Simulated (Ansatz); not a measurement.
# CH4AlBSi (SMILES [BH2][AlH][Si]#C): functionals against CCSD(T) at one geometry

One table from this session's results is given with a row withheld; the runs are named, their logs left out.

The runs use Ansatz 0.2.0, Gaussian basis; single points in def2-TZVPP.

Cores are frozen in the correlated methods.

**Where the work starts**

8 atoms, charge 0, spin multiplicity 1.

Atoms are counted from 1 here; the program's logs count them from 0.

Bond lengths: B1–Al2 2.163 Å, B1–H5 1.202 Å, B1–H6 1.263 Å, Al2–Si3 2.533 Å, Al2–H7 1.645 Å, Si3–C4 1.789 Å, C4–H8 1.146 Å. Angles: Al2–B1–H5 123.6°, Al2–B1–H6 120.5°, H5–B1–H6 112.4°, B1–Al2–Si3 124.2°, B1–Al2–H7 129.3°, Si3–Al2–H7 106.5°, Al2–Si3–C4 163.4°, Si3–C4–H8 146.7°.

As a file:

```mol
CH4AlBSi
  3D, bonds by distance, orders not assigned

  8  7  0  0  0  0  0  0  0  0999 V2000
   -0.9176    2.1854   -0.5879 B   0  0
    0.3168    0.4648   -1.0276 Al  0  0
    0.4733   -1.5885    0.4472 Si  0  0
    0.8083   -2.7009    1.8074 C   0  0
   -2.0879    2.2503   -0.8561 H   0  0
   -0.5875    2.9949    0.3232 H   0  0
    1.3042    0.1918   -2.3143 H   0  0
    0.6840   -3.7582    2.2327 H   0  0
  1  2  8  0
  1  5  8  0
  1  6  8  0
  2  3  8  0
  2  7  8  0
  3  4  8  0
  4  8  8  0
M  END
```

The first run:

File run/in.yaml:

```yaml
crystal:
  periodic: [false, false, false]
  atoms:
    - {symbol: B, position_ang: [-0.917600, 2.185400, -0.587900]}
    - {symbol: Al, position_ang: [0.316800, 0.464800, -1.027600]}
    - {symbol: Si, position_ang: [0.473300, -1.588500, 0.447200]}
    - {symbol: C, position_ang: [0.808300, -2.700900, 1.807400]}
    - {symbol: H, position_ang: [-2.087900, 2.250300, -0.856100]}
    - {symbol: H, position_ang: [-0.587500, 2.994900, 0.323200]}
    - {symbol: H, position_ang: [1.304200, 0.191800, -2.314300]}
    - {symbol: H, position_ang: [0.684000, -3.758200, 2.232700]}
basis:
  gaussian: {orbitals: def2-TZVPP}
correlation: {method: ccsd_t}
output: {forces: true}
```

Started as:

```
ansatz run in.yaml --threads 8 --pin off --events-out ev --progress --plain --max-ram 10444MiB
```

Among the steps run: CCSD(T)/def2-TZVPP; PBE0-D4/def2-TZVPP; wB97M-V/def2-TZVPP; r2SCAN-D4/def2-TZVPP; PBE-D4/def2-TZVPP; r2SCAN0-D4/def2-TZVPP; SPW92/def2-TZVPP.

One table of the session follows, with a row left open; its other results are not shown here.

| method | RMS force component (eV/Å) | angle to CCSD(T) forces (°) | dipole (D) |
| --- | --- | --- | --- |
| CCSD(T) | 1.073 | reference | 3.37 |
| PBE0-D4 | 1.333 | 9.5 | 3.74 |
| wB97M-V | 1.482 | 11.0 | 4.34 |
| r2SCAN-D4 | 1.244 | 8.0 | 3.32 |
| PBE-D4 | ? | ? | ? |
| r2SCAN0-D4 | 1.410 | 8.9 | 3.83 |
| SPW92 | 1.187 | 14.2 | 3.05 |

**Question.** Estimate the row for PBE-D4.

The run gave: RMS force component (eV/Å): 1.110; angle to CCSD(T) forces (°): 9.3; dipole (D): 3.05. In the column «RMS force component (eV/Å)» it lies between CCSD(T) (1.073) and SPW92 (1.187).

To keep in mind: CCSD(T) in triple zeta still lacks some correlation energy of the bonds, so part of these gaps is its own basis error and they don't rank the functionals.
